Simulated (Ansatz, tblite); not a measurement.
# (NaCl)8 cage of four- and six-membered rings (Na₈Cl₈): rung by rung

The task here is to estimate one member of a computed series from the others.

Program: Ansatz 0.2.0, Gaussian basis. Level of theory: as each input shows. These are calculated values, not measurements.

The runs, in order: GFN1-xTB, GFN2-xTB, PBE-D4/def2-SVP, r2SCAN-D4/def2-SVP, HF/6-31G, B3LYP-D4/6-31G, MP2/def2-SVP, RPA/def2-SVP.

4 further runs of the same task are left out: 4 that didn't finish.

## The geometry

The geometry is that of the singlet, from an earlier relaxation (PBE-D4/def2-SVP).

16 atoms, charge 0, spin multiplicity 1.

Bond lengths: Na1–Cl2 2.618 Å, Na1–Cl4 2.655 Å, Na1–Cl6 2.619 Å, Cl2–Na3 2.654 Å, Cl2–Na9 2.645 Å, Na3–Cl4 2.621 Å, Na3–Cl10 2.613 Å, Cl4–Na5 2.642 Å, Na5–Cl6 2.698 Å, Na5–Cl12 2.623 Å, Cl6–Na7 2.625 Å, Na7–Cl8 2.703 Å, Na7–Cl13 2.639 Å, Cl8–Na9 2.626 Å, Cl8–Na14 2.615 Å, Na9–Cl10 2.702 Å, Cl10–Na11 2.621 Å, Na11–Cl12 2.701 Å and more. Angles: Cl2–Na1–Cl4 98.3°, Cl2–Na1–Cl6 107.8°, Cl4–Na1–Cl6 96.4°, Na1–Cl2–Na3 81.4°, Na1–Cl2–Na9 96.1°, Na3–Cl2–Na9 84.3°, Cl2–Na3–Cl4 98.3°, Cl2–Na3–Cl10 96.5°, Cl4–Na3–Cl10 108.6°, Na1–Cl4–Na3 81.3°, Na1–Cl4–Na5 84.3°, Na3–Cl4–Na5 96.2°, Cl4–Na5–Cl6 94.8°, Cl4–Na5–Cl12 154.2°, Cl6–Na5–Cl12 103.1°, Na1–Cl6–Na5 84.0°, Na1–Cl6–Na7 150.9°, Na5–Cl6–Na7 99.9° and more.

PBE0-D4/def2-SVP was run before; its log isn't repeated, and its numbers join the tables.

Set-up of the first run:

Tight binding, by tblite at 300 K electronic temperature and without a spin-polarisation term:

```python
tblite.interface.Calculator('GFN1-xTB', numbers, positions, charge=0, uhf=0).singlepoint()
```

Tight binding, by tblite at 300 K electronic temperature and without a spin-polarisation term:

```python
tblite.interface.Calculator('GFN2-xTB', numbers, positions, charge=0, uhf=0).singlepoint()
```

start.molden holds the orbitals of an earlier run on this state, given as this run's starting guess.

in.yaml reads:

```yaml
crystal:
  periodic: [false, false, false]
  atoms:
    - {symbol: Na, position_ang: [-1.716383, 0.091384, 3.744782]}
    - {symbol: Cl, position_ang: [-0.125565, -1.982398, 3.892295]}
    - {symbol: Na, position_ang: [1.716812, -0.078081, 3.733256]}
    - {symbol: Cl, position_ang: [0.125442, 1.999143, 3.878329]}
    - {symbol: Na, position_ang: [-0.291304, 2.221100, 1.278741]}
    - {symbol: Cl, position_ang: [-2.328441, 0.453294, 1.224577]}
    - {symbol: Na, position_ang: [-2.218807, -0.285798, -1.291891]}
    - {symbol: Cl, position_ang: [-0.475127, -2.350285, -1.225921]}
    - {symbol: Na, position_ang: [0.271973, -2.217639, 1.288248]}
    - {symbol: Cl, position_ang: [2.338283, -0.477809, 1.226637]}
    - {symbol: Na, position_ang: [2.213025, 0.289668, -1.275906]}
    - {symbol: Cl, position_ang: [0.458815, 2.343293, -1.231923]}
    - {symbol: Cl, position_ang: [-1.979376, 0.122451, -3.887888]}
    - {symbol: Na, position_ang: [-0.075824, -1.722167, -3.732362]}
    - {symbol: Cl, position_ang: [1.996334, -0.125969, -3.873053]}
    - {symbol: Na, position_ang: [0.090133, 1.719833, -3.747920]}
basis:
  gaussian: {orbitals: def2-SVP, initial_orbitals: start.molden}
hamiltonian: {xc: pbe, dispersion: d4}
scf: {omitted_lower_state_checks: [starts]}
output: {orbitals: {seedname: orbitals}}
```

Started as:

```bash
> ansatz run in.yaml --threads 6 --pin off --events-out ev --progress --plain --max-ram 7833MiB
```

Among the steps run: PBE-D4/def2-SVP; r2SCAN-D4/def2-SVP; HF/6-31G; B3LYP-D4/6-31G; MP2/def2-SVP; RPA/def2-SVP.

One of the session's tables, all rows but one given; the rest of the session is left out.

It belongs to the step «Levels side by side». 

| level | HOMO (eV) | gap (eV) |
| --- | --- | --- |
| HF/6-31G | -11.25 | 11.81 |
| PBE-D4/def2-SVP | ? | ? |
| r2SCAN-D4/def2-SVP | -6.72 | 5.94 |
| B3LYP-D4/6-31G | -7.71 | 6.44 |
| PBE0-D4/def2-SVP | -7.76 | 6.96 |

**Question.** Estimate the row for PBE-D4/def2-SVP.

As computed: HOMO (eV): -6.38; gap (eV): 4.97. In the column «HOMO (eV)» it is the highest.
